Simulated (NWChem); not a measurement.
**CH6Ge (methyl germane) at 6 levels**

Wanted: a comparison of 6 runs (HF/def2-SVP, B2PLYP/STO-3G, TPSS/3-21G, PBE0/def2-SVP, M06-2X/aug-cc-pVDZ, CCSD/def2-SVP) of CH6Ge (methyl germane). 

Program for the calculation: NWChem 7.3.0.

1 further run of the same task is left out (set aside as unsound or not needed).

## Step 1: Starting point

CH6Ge has 8 atoms, charge 0, and is taken as a singlet. As SMILES, `[CH3][GeH3]`. The coordinates come from a PBE0-D4/def2-TZVP relaxation.

Bond lengths: C1–Ge2 1.953 Å, C1–H3 1.090 Å, C1–H4 1.090 Å, C1–H5 1.091 Å, Ge2–H6 1.539 Å, Ge2–H7 1.539 Å, Ge2–H8 1.539 Å. Some angles: C1–Ge2–H6 110.4°, C1–Ge2–H7 110.4°, C1–Ge2–H8 110.4°, Ge2–C1–H3 110.3°, Ge2–C1–H4 110.3°, Ge2–C1–H5 110.3°, H6–Ge2–H7 108.5°, H6–Ge2–H8 108.5°, H7–Ge2–H8 108.5°, H3–C1–H4 108.6°.

## Step 2: Energy and forces at HF/def2-SVP (run 1)

File ch6ge.nw:

```
start ch6ge
title "CH6Ge gradient"
memory total 2200 mb

geometry units angstrom noautosym nocenter noautoz
 C     -0.310900     0.190300    -0.971400
 Ge     0.296900    -0.181900     0.846700
 H     -1.380100     0.404200    -0.976500
 H      0.218800     1.052200    -1.378400
 H     -0.124600    -0.669400    -1.616000
 H      0.030700     1.028200     1.760100
 H      1.807100    -0.479600     0.857700
 H     -0.445700    -1.401200     1.422100
end

basis spherical bse
 C library def2-SVP
 Ge library def2-SVP
 H library def2-SVP
end

scf
 nopen 0
 rhf
 thresh 1e-08
 maxiter 80
 print medium
end

task scf gradient
```

Launch:

```bash
nwchem ch6ge.nw > ch6ge.out
```

What it wrote:

```text
[...]
  functions       =    76
[...]
  wavefunction    = RHF
[...]
         Total SCF energy =  -2116.428576521752
      One-electron energy =  -3188.788122729169
      Two-electron energy =    952.364630556203
 Nuclear repulsion energy =    119.994915651213
        Time for solution =      8.8s
[...]
                         RHF ENERGY GRADIENTS
    atom               coordinates                        gradient
                 x          y          z           x          y          z
   1 C      -0.587516   0.359615  -1.835680    0.000425  -0.000220   0.001456
   2 Ge      0.561060  -0.343741   1.600031   -0.001266   0.000742  -0.003755
   3 H      -2.608011   0.763827  -1.845317    0.000238  -0.000141   0.000663
   4 H       0.413472   1.988370  -2.604798    0.000241  -0.000116   0.000654
   5 H      -0.235460  -1.264983  -3.053797    0.000227  -0.000213   0.000616
   6 H       0.058015   1.943016   3.326107   -0.000161   0.000576   0.000314
   7 H       3.414924  -0.906313   1.620818    0.000653  -0.000111  -0.000096
   8 H      -0.842251  -2.647884   2.687379   -0.000357  -0.000517   0.000148
[...]
```

Run time: 12 s. Hardware: 1 thread of Intel Xeon Platinum 8559C (Emerald Rapids), shared host; peak memory 0.1 GiB.

## Step 3: The energy at B2PLYP/STO-3G (run 2)

File work.xyz:

```xyz
8
CH6Ge
C     -0.310900     0.190300    -0.971400
Ge     0.296900    -0.181900     0.846700
H     -1.380100     0.404200    -0.976500
H      0.218800     1.052200    -1.378400
H     -0.124600    -0.669400    -1.616000
H      0.030700     1.028200     1.760100
H      1.807100    -0.479600     0.857700
H     -0.445700    -1.401200     1.422100
```

File work.nw:

```
start work
title "CH6Ge"
memory stack 880 mb heap 220 mb global 1100 mb

geometry units angstrom noautosym nocenter noautoz
   load format xyz work.xyz
end

basis spherical bse
   * library STO-3G
end

dft
   xc hfexch 0.53 becke88 0.47 lyp 0.73 mp2 0.27
   dftmp2 semidirect
   mult 1
   grid xfine
   convergence energy 1e-08
   iterations 100
   mulliken
end

mp2
   freeze core 10
end

task dft
```

Launch:

```bash
nwchem work.nw > work.out
```

What it wrote:

```text
[...]
          Wavefunction type:  closed shell.
          No. of atoms     :     8
          No. of electrons :    44
[...]
          Charge           :     0
          Spin multiplicity:     1
[...]
          AO basis - number of functions:    29
[...]
              XC Information
              --------------
                     Hartree-Fock (Exact) Exchange  0.530
                    Becke 1988 Exchange Functional  0.470
              Lee-Yang-Parr Correlation Functional  0.730
[...]
 d= 0,ls=0.0,diis     1  -2093.8290978740 -2.21D+03  1.60D-02  8.48D-02     1.1
[...]
 d= 0,ls=0.0,diis     6  -2093.8504136067 -5.40D-09  1.97D-06  1.49D-09     4.9
         Total DFT energy =    -2093.850413606658
      One electron energy =    -3173.546340669426
           Coulomb energy =     1046.809037696623
    Exchange-Corr. energy =      -87.108026285068
 Nuclear repulsion energy =      119.994915651213
[...]
      Total Density - Mulliken Population Analysis
     ---------------------------------------------
    Atom       Charge   Shell Charges
 -----------   ------   -------------------------------------------------------
    1 C    6     6.36   1.99  1.23  3.13
    2 Ge  32    31.51   2.00  2.00  6.00  2.00  5.93  1.24  2.45  9.88
    3 H    1     0.93   0.93
    4 H    1     0.93   0.93
    5 H    1     0.93   0.93
    6 H    1     1.11   1.11
    7 H    1     1.11   1.11
    8 H    1     1.11   1.11
[...]
  Basis functions       =     29
[...]
```

Run time: 5.7 s. Hardware: 1 thread of Intel Xeon Platinum 8559C (Emerald Rapids), shared host; peak memory 0.13 GiB.

Runs 3 to 4 aren't shown in full; the table further down has their settings and results.

## Step 4: Energy and gradient at M06-2X/aug-cc-pVDZ (run 5)

File sp.nw:

```
start sp
title "CH6Ge"
memory stack 880 mb heap 220 mb global 1100 mb

geometry units au noautosym nocenter noautoz
C     -0.58751585     0.35961488    -1.83567996
Ge     0.56105969    -0.34374118     1.60003111
H     -2.60801102     0.76382730    -1.84531756
H      0.41347208     1.98836983    -2.60479849
H     -0.23545988    -1.26498267    -3.05379742
H      0.05801459     1.94301640     3.32610695
H      3.41492408    -0.90631265     1.62081810
H     -0.84225093    -2.64788425     2.68737952
end

basis spherical bse
* library aug-cc-pVDZ
end

dft
xc m06-2x
mult 1
grid fine
convergence energy 1e-08
iterations 100
mulliken
noprint "final vectors analysis"
end

task dft gradient
```

Launch:

```bash
nwchem sp.nw > sp.out
```

What it wrote:

```text
[...]
          Wavefunction type:  closed shell.
          No. of atoms     :     8
          No. of electrons :    44
[...]
          Charge           :     0
          Spin multiplicity:     1
[...]
          AO basis - number of functions:   113
[...]
              XC Information
              --------------
                       M06-2X Method XC Functional
                     Hartree-Fock (Exact) Exchange  0.540
                        M06-2X Exchange Functional  1.000
                      M06-2X Correlation Potential  1.000
[...]
 d= 0,ls=0.0,diis     1  -2118.6373730711 -2.24D+03  9.80D-03  1.32D-01    12.1
[...]
 d= 0,ls=0.0,diis     8  -2118.6519369183 -1.24D-09  6.03D-07  1.17D-10    67.1
         Total DFT energy =    -2118.651936918348
      One electron energy =    -3188.089268591562
           Coulomb energy =     1036.134648626833
    Exchange-Corr. energy =      -86.692223933589
 Nuclear repulsion energy =      119.994906979970
[...]
      Total Density - Mulliken Population Analysis
     ---------------------------------------------
    Atom       Charge   Shell Charges
 -----------   ------   -------------------------------------------------------
    1 C    6     5.31   2.01  0.65  0.19  0.03  2.12  0.39 -0.03  0.02 -0.07
    2 Ge  32    31.88   2.00  2.00  2.03  0.77  0.52 -0.11  6.00  6.01  1.47  1.04 -0.02  9.95  0.21  0.02
    3 H    1     1.36   0.76  0.57  0.03  0.03 -0.03
    4 H    1     1.36   0.76  0.56  0.03  0.03 -0.03
    5 H    1     1.36   0.76  0.56  0.03  0.03 -0.03
    6 H    1     0.91   0.72  0.17  0.01  0.01 -0.00
    7 H    1     0.91   0.72  0.17  0.01  0.01 -0.00
    8 H    1     0.91   0.72  0.17  0.01  0.01 -0.00
[...]
  wavefunction    = closed shell
                         DFT ENERGY GRADIENTS
    atom               coordinates                        gradient
                 x          y          z           x          y          z
   1 C      -0.587516   0.359615  -1.835680   -0.000406   0.000261  -0.001010
   2 Ge      0.561060  -0.343741   1.600031   -0.000351   0.000182  -0.001013
   3 H      -2.608011   0.763827  -1.845318    0.003666  -0.000797   0.000485
   4 H       0.413472   1.988370  -2.604798   -0.001548  -0.002879   0.001787
   5 H      -0.235460  -1.264983  -3.053797   -0.000447   0.002643   0.002530
   6 H       0.058015   1.943016   3.326107    0.000599  -0.002548  -0.001785
   7 H       3.414924  -0.906313   1.620818   -0.003112   0.000596   0.000094
   8 H      -0.842251  -2.647884   2.687380    0.001599   0.002542  -0.001088
[...]
```

Run time: 1.7 min. Hardware: 1 thread of Intel Xeon Platinum 8559C (Emerald Rapids), shared host; peak memory 0.13 GiB.

## Step 5: A single-point energy at CCSD/def2-SVP (run 6)

File mol.nw:

```
start mol
title "CH6Ge energy"
memory 2200 mb
geometry units angstrom noautosym nocenter noautoz
   C       -0.310900       0.190300      -0.971400
   Ge       0.296900      -0.181900       0.846700
   H       -1.380100       0.404200      -0.976500
   H        0.218800       1.052200      -1.378400
   H       -0.124600      -0.669400      -1.616000
   H        0.030700       1.028200       1.760100
   H        1.807100      -0.479600       0.857700
   H       -0.445700      -1.401200       1.422100
end
basis "ao basis" spherical bse
   C library def2-SVP
   Ge library def2-SVP
   H library def2-SVP
end
scf
   singlet
   rhf
   thresh 1e-08
   maxiter 80
end
ccsd
   freeze core 10
   maxiter 60
end
task ccsd energy
```

Launch:

```bash
nwchem mol.nw > mol.out
```

What it wrote:

```text
[...]
  functions       =    76
[...]
  wavefunction    = RHF
[...]
         Total SCF energy =  -2116.428576521752
      One-electron energy =  -3188.788122729169
      Two-electron energy =    952.364630556203
 Nuclear repulsion energy =    119.994915651213
        Time for solution =      8.8s
[...]
 Total MP2 energy:          -2116.819836126836890
[...]
             energy      energy      error      ampl     ampl      Block
                                                time     time      time
[...]
 Total CCSD energy:          -2116.848746853245302
[...]
```

Wall time 49 s (1 thread of Intel Xeon Platinum 8559C (Emerald Rapids), shared host); peak memory 0.17 GiB.

## Step 6: Overview of the runs

| run | level | task | iteration cap | energy (Eh) | dipole moment (D) | HOMO energy (eV) | LUMO energy (eV) | wall time |
| --- | --- | --- | --- | --- | --- | --- | --- | --- |
| 1 | HF/def2-SVP | gradient | 80 | -2116.428577 | 0.69 | -11.98 | 4.13 | 12 s |
| 2 | B2PLYP/STO-3G | energy | 100 | -2093.883460 | 0.14 | -8.13 | 10.00 | 5.7 s |
| 3 | TPSS/3-21G | gradient | 100 | -2108.384008 | 0.73 | -7.71 | 1.08 | 16 s |
| 4 | PBE0/def2-SVP | gradient | 100 | -2118.101096 | 0.73 | -8.93 | 1.29 | 26 s |
| 5 | M06-2X/aug-cc-pVDZ | gradient | 100 | -2118.651937 | 0.68 | – | – | 1.7 min |
| 6 | CCSD/def2-SVP | energy | 80 | -2116.848747 | – | -11.98 | 4.13 | 49 s |

## Step 7: What came out

| quantity | value |
| --- | --- |
| run 6: total energy | -2116.84875 Eh |
| run 6: HOMO energy (Hartree–Fock orbitals) | -11.98 eV |
| run 6: LUMO energy (Hartree–Fock orbitals) | 4.13 eV |
| run 6: HOMO–LUMO gap (Hartree–Fock orbitals) | 16.11 eV |
| run 6: correlation energy (10 core orbitals frozen) | -420.2 mEh |

In words: Over runs 1, 2, 3, 4, 5 the dipole moment (its size) runs from 0.14 D (B2PLYP/STO-3G) to 0.73 D (PBE0/def2-SVP). The two ends differ in method and basis. A double hybrid's value is that of its SCF part. Over runs 1, 2, 3, 4 the HOMO–LUMO gap runs from 8.79 eV (TPSS/3-21G) to 18.13 eV (B2PLYP/STO-3G). Totals of different functionals can't be ranked against each other. In run 2 the basis is minimal, so the values are rough. All runs together took 3.5 min, the longest 1.7 min.
